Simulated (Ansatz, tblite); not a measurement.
**The cluster B8N8: charged states by level of theory**

What does removing or adding an electron cost or gain for the cluster B8N8? Each charged state is run at several levels.

Computed with Ansatz 0.2.0, Gaussian basis. Level: as each input shows.

The runs, in order: charge +1 doublet, at the geometry of the singlet (PBE0-D4/def2-TZVP, PBE-D4/def2-TZVP, ωB97M-V/def2-TZVP); charge -1 doublet, at the geometry of the singlet (PBE0-D4/def2-TZVP, PBE-D4/def2-TZVP, ωB97M-V/def2-TZVP); the starting singlet's energies come from earlier runs.

## (1) The geometry

The singlet was relaxed beforehand with r2SCAN-D4/def2-SVP.

16 atoms, charge 0, spin multiplicity 1.

Atoms are counted from 1 here; the program's logs count them from 0.

Bond lengths: B1–N2 1.295 Å, B1–N3 1.418 Å, B1–B5 1.882 Å, N2–B5 1.448 Å, N3–B4 1.545 Å, N3–B11 1.523 Å, B4–N6 1.454 Å, B4–N7 1.545 Å, B5–N6 1.529 Å, B5–N12 1.511 Å, N6–B9 1.529 Å, N7–B8 1.418 Å, N7–B14 1.523 Å, B8–B9 1.882 Å, B8–N10 1.295 Å, B9–N10 1.448 Å, B9–N16 1.511 Å, B11–N12 1.508 Å and more. Angles: N2–B1–N3 142.4°, N2–B1–B5 50.1°, N3–B1–B5 92.3°, B1–N2–B5 86.5°, B1–N3–B4 101.4°, B1–N3–B11 100.7°, B4–N3–B11 90.5°, N3–B4–N6 116.5°, N3–B4–N7 117.7°, N6–B4–N7 116.5°, B1–B5–N2 43.4°, B1–B5–N6 98.0°, B1–B5–N12 99.7°, N2–B5–N6 118.7°, N2–B5–N12 119.4°, N6–B5–N12 111.1°, B4–N6–B5 99.1°, B4–N6–B9 99.1° and more.

## (2) Charge +1 doublet at the fixed geometry, PBE0-D4/def2-TZVP

Input file in.yaml:

```yaml
crystal:
  periodic: [false, false, false]
  atoms:
    - {symbol: B, position_ang: [0.301434, -2.459143, -0.470008]}
    - {symbol: N, position_ang: [0.285532, -2.786948, 0.782829]}
    - {symbol: N, position_ang: [0.329440, -1.337820, -1.337259]}
    - {symbol: B, position_ang: [-0.747184, -0.431318, -0.699552]}
    - {symbol: B, position_ang: [0.335328, -1.367701, 1.063289]}
    - {symbol: N, position_ang: [-0.891609, -0.513515, 0.744543]}
    - {symbol: N, position_ang: [-0.991874, 0.953902, -1.338945]}
    - {symbol: B, position_ang: [-1.976894, 1.492445, -0.472927]}
    - {symbol: B, position_ang: [-1.016322, 0.976641, 1.061560]}
    - {symbol: N, position_ang: [-2.269352, 1.644307, 0.779554]}
    - {symbol: B, position_ang: [1.429623, -0.507523, -0.690515]}
    - {symbol: N, position_ang: [1.612600, -0.604298, 0.803594]}
    - {symbol: N, position_ang: [1.614709, 0.930305, -0.910674]}
    - {symbol: B, position_ang: [0.277493, 1.490759, -0.691991]}
    - {symbol: B, position_ang: [1.422602, 0.820643, 0.574597]}
    - {symbol: N, position_ang: [0.284464, 1.699263, 0.801894]}
basis:
  gaussian: {orbitals: def2-TZVP, fitting: {mean_field: def2-universal-jkfit}}
total_charge: 1
magnetization: {spin_polarized: true, initial_magnetization: 1}
hamiltonian: {xc: pbe0, dispersion: d4}
scf: {omitted_lower_state_checks: [starts]}
output: {orbitals: {seedname: orbitals}}
```

Started as:

```sh
> ansatz run in.yaml --threads 2 --pin off --events-out ev --progress --plain --max-ram 20480MiB --backend cuda --devices 0, --max-vram 18GiB
```

Standard output:

```text
Functional definition: PBE0
  name "PBE0"
  cite "Adamo & Barone, J. Chem. Phys. 110, 6158 (1999) doi:10.1063/1.478522"
  cite "Perdew, Burke & Ernzerhof, Phys. Rev. Lett. 77, 3865 (1996) doi:10.1103/PhysRevLett.77.3865"
  parent pbe
  parameter a = 0.25
  parameter kappa = 0.804
  parameter beta = 0.06672455060314922
  exchange = (1 - a)*pbe_x(kappa = kappa, mu = beta*pi^2/3) + a*exact_x
  correlation = pbe_c(beta = beta)
these checks for a lower state are left out or cut short: starts
1216 factors; integrals over basis functions are off by at most 4.0e-1 eV
mean field evaluation 1: about -17280.7165 eV, gradient 8.9e1 eV
mean field evaluation 2: about -17231.3913 eV, gradient 1.3e2 eV
mean field evaluation 4: about -17310.1023 eV, gradient 1.8e1 eV
mean field evaluation 8: about -17311.5864 eV, gradient 1.2e0 eV
mean field evaluation 16: about -17311.6634 eV, gradient 2.1e0 eV
mean field evaluation 32: about -17311.7891 eV, gradient 1.0e-5 eV
mean field -17311.78908168 eV, -636.1965143996 hartree, gradient 7.5e-6 eV, S^2 0.762180; 0 other end points of the search recorded, 0 dependent functions left out
reference -17311.78912675 eV, -636.1965160560 hartree; 48, 47 occupied and 448, 449 virtual orbitals, 1216 factors
Total energy: -17312.56648771 eV, -636.2250835442 hartree
Checks for a lower state left out: starts
```

It took 10 s on 1 × H100 (card shared with other runs) with 2 threads of AMD EPYC 7R13, shared host; peak host memory 1.1 GiB.

HOMO -12.89 eV, LUMO -11.40 eV (over both spins); ⟨S²⟩ 0.762 (pure: 0.75).

## (3) Charge +1 doublet at the fixed geometry, PBE-D4/def2-TZVP

start.molden holds the orbitals of an earlier run on this state, given as this run's starting guess.

in.yaml, as its differences from that of step 2:

```diff
@@ -20,6 +20,6 @@
 basis:
-  gaussian: {orbitals: def2-TZVP, fitting: {mean_field: def2-universal-jkfit}}
+  gaussian: {orbitals: def2-TZVP, fitting: {mean_field: def2-universal-jkfit}, initial_orbitals: start.molden}
 total_charge: 1
 magnetization: {spin_polarized: true, initial_magnetization: 1}
-hamiltonian: {xc: pbe0, dispersion: d4}
+hamiltonian: {xc: pbe, dispersion: d4}
 scf: {omitted_lower_state_checks: [starts]}
```

Launched as before.

Standard output:

```text
Functional definition: PBE
  name "PBE"
  cite "Perdew, Burke & Ernzerhof, Phys. Rev. Lett. 77, 3865 (1996) doi:10.1103/PhysRevLett.77.3865"
  parent pbe
  parameter kappa = 0.804
  parameter beta = 0.06672455060314922
  exchange = pbe_x(kappa = kappa, mu = beta*pi^2/3)
  correlation = pbe_c(beta = beta)
these checks for a lower state are left out or cut short: starts
1216 factors; integrals over basis functions are off by at most 4.0e-1 eV
mean field evaluation 1: about -17310.8646 eV, gradient 1.1e1 eV
mean field evaluation 2: about -17311.2340 eV, gradient 5.0e-1 eV
mean field evaluation 4: about -17311.2767 eV, gradient 2.7e-1 eV
mean field evaluation 8: about -17311.2771 eV, gradient 2.9e-5 eV
mean field -17311.27712631 eV, -636.1777003869 hartree, gradient 9.2e-6 eV, S^2 0.753972; 0 other end points of the search recorded, 0 dependent functions left out
reference -17311.27718735 eV, -636.1777026299 hartree; 48, 47 occupied and 448, 449 virtual orbitals, 1216 factors
Total energy: -17312.19332963 eV, -636.2113702378 hartree
Checks for a lower state left out: starts
```

Run time: 9 s. Hardware: 1 × H100 (card shared with other runs) with 2 threads of AMD EPYC 7R13, shared host; peak host memory 1.1 GiB.

Report: HOMO -11.80 eV, LUMO -11.74 eV (over both spins); ⟨S²⟩ 0.754 (pure: 0.75).

## (4) Charge +1 doublet at the fixed geometry, ωB97M-V/def2-TZVP

in.yaml, as its differences from that of step 3:

```diff
@@ -23,3 +23,3 @@
 magnetization: {spin_polarized: true, initial_magnetization: 1}
-hamiltonian: {xc: pbe, dispersion: d4}
+hamiltonian: {xc: {name: wB97M-V}}
 scf: {omitted_lower_state_checks: [starts]}
```

Same command.

Standard output:

```text
Functional definition: wB97M-V
  name "wB97M-V"
  cite "Mardirossian & Head-Gordon, J. Chem. Phys. 144, 214110 (2016) doi:10.1063/1.4952647"
  cite "Becke, J. Chem. Phys. 107, 8554 (1997) doi:10.1063/1.475007"
  cite "Vydrov & Van Voorhis, J. Chem. Phys. 133, 244103 (2010) doi:10.1063/1.3521275"
  # Of w^i u^j: cxij and so on, Table III.
  parameter omega = 0.3/bohr
  parameter cx = 0.15
  parameter cx01 = 1.007
  parameter cx10 = 0.259
  parameter css00 = 0.443
  parameter css04 = -1.437
  parameter css10 = -4.535
  parameter css20 = -3.390
  parameter css43 = 4.278
  parameter cos00 = 1.000
  parameter cos10 = 1.358
  parameter cos20 = 2.924
  parameter cos21 = -8.812
  parameter cos60 = -1.390
  parameter cos61 = 9.142
  parameter b = 6.0
  parameter c = 0.01
  gx(w, u) = 1 - cx + cx01*u + cx10*w
  gss(w, u) = css00 + css04*u^4 + css10*w + css20*w^2 + css43*w^4*u^3
  gos(w, u) = cos00 + cos10*w + (cos20 + cos21*u)*w^2 + (cos60 + cos61*u)*w^6
  exchange = spin_sum(e_x_unif_sr(omega)*gx(b97_w, b97_u_x)) + cx*exact_x_sr(omega) + exact_x_lr(omega)
  correlation = spin_sum(e_c_pw_mod_same_spin*gss(b97_w, b97_u_same))
      + integral(e_c_pw_mod_opposite_spin*gos(b97_w_opposite, b97_u_opposite)) + vv10(b, c)
these checks for a lower state are left out or cut short: starts
1216 factors; integrals over basis functions are off by at most 4.0e-1 eV
1216 factors; integrals over basis functions are off by at most 5.6e-7 eV
mean field evaluation 1: about -17328.4705 eV, gradient 1.2e1 eV
mean field evaluation 2: about -17328.6689 eV, gradient 3.6e-1 eV
mean field evaluation 4: about -17328.6954 eV, gradient 2.3e-1 eV
mean field evaluation 8: about -17328.6958 eV, gradient 2.1e-5 eV
mean field -17328.69577731 eV, -636.8178240043 hartree, gradient 2.1e-5 eV, S^2 0.759310; 0 other end points of the search recorded, 0 dependent functions left out
reference -17328.69584915 eV, -636.8178266443 hartree; 48, 47 occupied and 448, 449 virtual orbitals, 1216 factors
Total energy: -17328.69584915 eV, -636.8178266443 hartree
Checks for a lower state left out: starts
```

Run time: 9 s. Hardware: 1 × H100 (card shared with other runs) with 2 threads of AMD EPYC 7R13, shared host; peak host memory 1.3 GiB.

From the report: HOMO -15.23 eV, LUMO -9.79 eV (over both spins); ⟨S²⟩ 0.759 (pure: 0.75).

## (5) Vertical ionisation energy

Charged state less starting state, singlet to doublet; the starting state's energies are those of its earlier runs.

| level | vertical ionisation energy (eV) | time |
| --- | --- | --- |
| PBE-D4/def2-TZVP | +9.33 | 13 s |
| PBE0-D4/def2-TZVP | +9.76 | 14 s |
| ωB97M-V/def2-TZVP | +10.09 | 16 s |

Times add the two runs; a level without a time comes out of a correlated run.

Beside −ε(HOMO) of the starting state:

| level | −ε(HOMO) (eV) | by difference (eV) | mismatch (eV) |
| --- | --- | --- | --- |
| PBE-D4/def2-TZVP | 6.81 | 9.33 | -2.52 |
| PBE0-D4/def2-TZVP | 8.07 | 9.76 | -1.69 |
| ωB97M-V/def2-TZVP | 10.35 | 10.09 | +0.27 |

## (6) Charge -1 doublet at the fixed geometry, PBE0-D4/def2-TZVP

in.yaml, as its differences from that of step 4:

```diff
@@ -20,6 +20,6 @@
 basis:
-  gaussian: {orbitals: def2-TZVP, fitting: {mean_field: def2-universal-jkfit}, initial_orbitals: start.molden}
-total_charge: 1
+  gaussian: {orbitals: def2-TZVP, fitting: {mean_field: def2-universal-jkfit}}
+total_charge: -1
 magnetization: {spin_polarized: true, initial_magnetization: 1}
-hamiltonian: {xc: {name: wB97M-V}}
+hamiltonian: {xc: pbe0, dispersion: d4}
 scf: {omitted_lower_state_checks: [starts]}
```

Same command.

Standard output:

```text
Functional definition: PBE0
  name "PBE0"
  cite "Adamo & Barone, J. Chem. Phys. 110, 6158 (1999) doi:10.1063/1.478522"
  cite "Perdew, Burke & Ernzerhof, Phys. Rev. Lett. 77, 3865 (1996) doi:10.1103/PhysRevLett.77.3865"
  parent pbe
  parameter a = 0.25
  parameter kappa = 0.804
  parameter beta = 0.06672455060314922
  exchange = (1 - a)*pbe_x(kappa = kappa, mu = beta*pi^2/3) + a*exact_x
  correlation = pbe_c(beta = beta)
these checks for a lower state are left out or cut short: starts
1216 factors; integrals over basis functions are off by at most 4.0e-1 eV
mean field evaluation 1: about -17299.4504 eV, gradient 7.7e1 eV
mean field evaluation 2: about -17256.8450 eV, gradient 1.2e2 eV
mean field evaluation 4: about -17322.4227 eV, gradient 1.1e1 eV
mean field evaluation 8: about -17322.9247 eV, gradient 2.0e-1 eV
mean field evaluation 16: about -17322.9455 eV, gradient 1.4e-2 eV
mean field -17322.94555562 eV, -636.6065072549 hartree, gradient 1.6e-5 eV, S^2 0.760784; 0 other end points of the search recorded, 0 dependent functions left out
reference -17322.94559723 eV, -636.6065087840 hartree; 49, 48 occupied and 447, 448 virtual orbitals, 1216 factors
Total energy: -17323.80140467 eV, -636.6379591272 hartree
Checks for a lower state left out: starts
```

Wall time 7 s (1 × H100 (card shared with other runs) with 2 threads of AMD EPYC 7R13, shared host); peak host memory 1.1 GiB.

HOMO 0.15 eV, LUMO 1.71 eV (over both spins); ⟨S²⟩ 0.761 (pure: 0.75). Doubts: highest occupied level lies above zero.

## (7) Charge -1 doublet at the fixed geometry, PBE-D4/def2-TZVP

in.yaml, as its differences from that of step 6:

```diff
@@ -20,6 +20,6 @@
 basis:
-  gaussian: {orbitals: def2-TZVP, fitting: {mean_field: def2-universal-jkfit}}
+  gaussian: {orbitals: def2-TZVP, fitting: {mean_field: def2-universal-jkfit}, initial_orbitals: start.molden}
 total_charge: -1
 magnetization: {spin_polarized: true, initial_magnetization: 1}
-hamiltonian: {xc: pbe0, dispersion: d4}
+hamiltonian: {xc: pbe, dispersion: d4}
 scf: {omitted_lower_state_checks: [starts]}
```

The command is unchanged.

Standard output:

```text
Functional definition: PBE
  name "PBE"
  cite "Perdew, Burke & Ernzerhof, Phys. Rev. Lett. 77, 3865 (1996) doi:10.1103/PhysRevLett.77.3865"
  parent pbe
  parameter kappa = 0.804
  parameter beta = 0.06672455060314922
  exchange = pbe_x(kappa = kappa, mu = beta*pi^2/3)
  correlation = pbe_c(beta = beta)
these checks for a lower state are left out or cut short: starts
1216 factors; integrals over basis functions are off by at most 4.0e-1 eV
mean field evaluation 1: about -17321.7882 eV, gradient 1.1e1 eV
mean field evaluation 2: about -17322.1188 eV, gradient 3.6e-1 eV
mean field evaluation 4: about -17322.1431 eV, gradient 9.2e-3 eV
mean field evaluation 8: about -17322.1431 eV, gradient 1.9e-5 eV
mean field evaluation 16: about -17322.1431 eV, gradient 1.3e-6 eV
mean field -17322.14307712 eV, -636.5770167139 hartree, gradient 1.4e-6 eV, S^2 0.757237; 0 other end points of the search recorded, 0 dependent functions left out
reference -17322.14313072 eV, -636.5770186836 hartree; 49, 48 occupied and 447, 448 virtual orbitals, 1216 factors
Total energy: -17323.15127586 eV, -636.6140673342 hartree
Checks for a lower state left out: starts
```

Wall time 6 s (1 × H100 (card shared with other runs) with 2 threads of AMD EPYC 7R13, shared host); peak host memory 1.1 GiB.

HOMO 0.73 eV, LUMO 0.82 eV (over both spins); ⟨S²⟩ 0.757 (pure: 0.75). Doubts: highest occupied level lies above zero.

## (8) Charge -1 doublet at the fixed geometry, ωB97M-V/def2-TZVP

in.yaml, as its differences from that of step 7:

```diff
@@ -23,3 +23,3 @@
 magnetization: {spin_polarized: true, initial_magnetization: 1}
-hamiltonian: {xc: pbe, dispersion: d4}
+hamiltonian: {xc: {name: wB97M-V}}
 scf: {omitted_lower_state_checks: [starts]}
```

The command is unchanged.

Standard output:

```text
Functional definition: wB97M-V
  name "wB97M-V"
  cite "Mardirossian & Head-Gordon, J. Chem. Phys. 144, 214110 (2016) doi:10.1063/1.4952647"
  cite "Becke, J. Chem. Phys. 107, 8554 (1997) doi:10.1063/1.475007"
  cite "Vydrov & Van Voorhis, J. Chem. Phys. 133, 244103 (2010) doi:10.1063/1.3521275"
  # Of w^i u^j: cxij and so on, Table III.
  parameter omega = 0.3/bohr
  parameter cx = 0.15
  parameter cx01 = 1.007
  parameter cx10 = 0.259
  parameter css00 = 0.443
  parameter css04 = -1.437
  parameter css10 = -4.535
  parameter css20 = -3.390
  parameter css43 = 4.278
  parameter cos00 = 1.000
  parameter cos10 = 1.358
  parameter cos20 = 2.924
  parameter cos21 = -8.812
  parameter cos60 = -1.390
  parameter cos61 = 9.142
  parameter b = 6.0
  parameter c = 0.01
  gx(w, u) = 1 - cx + cx01*u + cx10*w
  gss(w, u) = css00 + css04*u^4 + css10*w + css20*w^2 + css43*w^4*u^3
  gos(w, u) = cos00 + cos10*w + (cos20 + cos21*u)*w^2 + (cos60 + cos61*u)*w^6
  exchange = spin_sum(e_x_unif_sr(omega)*gx(b97_w, b97_u_x)) + cx*exact_x_sr(omega) + exact_x_lr(omega)
  correlation = spin_sum(e_c_pw_mod_same_spin*gss(b97_w, b97_u_same))
      + integral(e_c_pw_mod_opposite_spin*gos(b97_w_opposite, b97_u_opposite)) + vv10(b, c)
these checks for a lower state are left out or cut short: starts
1216 factors; integrals over basis functions are off by at most 4.0e-1 eV
1216 factors; integrals over basis functions are off by at most 5.6e-7 eV
mean field evaluation 1: about -17339.6678 eV, gradient 1.2e1 eV
mean field evaluation 2: about -17339.8649 eV, gradient 3.2e-1 eV
mean field evaluation 4: about -17339.8768 eV, gradient 2.6e-2 eV
mean field evaluation 8: about -17339.8768 eV, gradient 2.1e-5 eV
mean field -17339.87683657 eV, -637.2287203531 hartree, gradient 2.1e-5 eV, S^2 0.757100; 0 other end points of the search recorded, 0 dependent functions left out
reference -17339.87689898 eV, -637.2287226469 hartree; 49, 48 occupied and 447, 448 virtual orbitals, 1216 factors
Total energy: -17339.87689898 eV, -637.2287226469 hartree
Checks for a lower state left out: starts
```

It took 12 s on 1 × H100 (card shared with other runs) with 2 threads of AMD EPYC 7R13, shared host; peak host memory 1.3 GiB.

Report: HOMO -1.26 eV, LUMO 3.57 eV (over both spins); ⟨S²⟩ 0.757 (pure: 0.75).

## (9) Vertical electron affinity

Starting state less charged state (positive: the electron is bound), singlet to doublet; the starting state's energies are those of its earlier runs.

| level | vertical electron affinity (eV) | time |
| --- | --- | --- |
| PBE-D4/def2-TZVP | +1.63 | 10 s |
| PBE0-D4/def2-TZVP | +1.47 | 11 s |
| ωB97M-V/def2-TZVP | +1.09 | 19 s |

Times add the two runs; a level without a time comes out of a correlated run.

Beside −ε(LUMO) of the starting state:

| level | −ε(LUMO) (eV) | by difference (eV) | mismatch (eV) |
| --- | --- | --- | --- |
| PBE-D4/def2-TZVP | 3.88 | 1.63 | +2.25 |
| PBE0-D4/def2-TZVP | 2.98 | 1.47 | +1.50 |
| ωB97M-V/def2-TZVP | 0.94 | 1.09 | -0.15 |

## (10) Outcome

| quantity | value |
| --- | --- |
| vertical ionisation energy, functionals in def2-TZVP | 9.33 (PBE-D4) to 10.09 eV (ωB97M-V) |
| vertical electron affinity, functionals in def2-TZVP | 1.09 (ωB97M-V) to 1.63 eV (PBE-D4) |

**Reading.** The vertical ionisation energy spans 9.33 to 10.09 eV over the functionals. −ε(HOMO) misses the level's own difference by +0.27 eV at best (ωB97M-V) and -2.52 eV at worst (PBE-D4). The vertical electron affinity spans 1.09 to 1.63 eV over the functionals. The anion's highest level lies above zero where self-interaction lifts it, so diffuse functions weigh on these values. −ε(LUMO) misses the level's own difference by -0.15 eV at best (ωB97M-V) and +2.25 eV at worst (PBE-D4).

The anion's highest level is positive in at least one run, so there the basis alone may hold the extra electron.
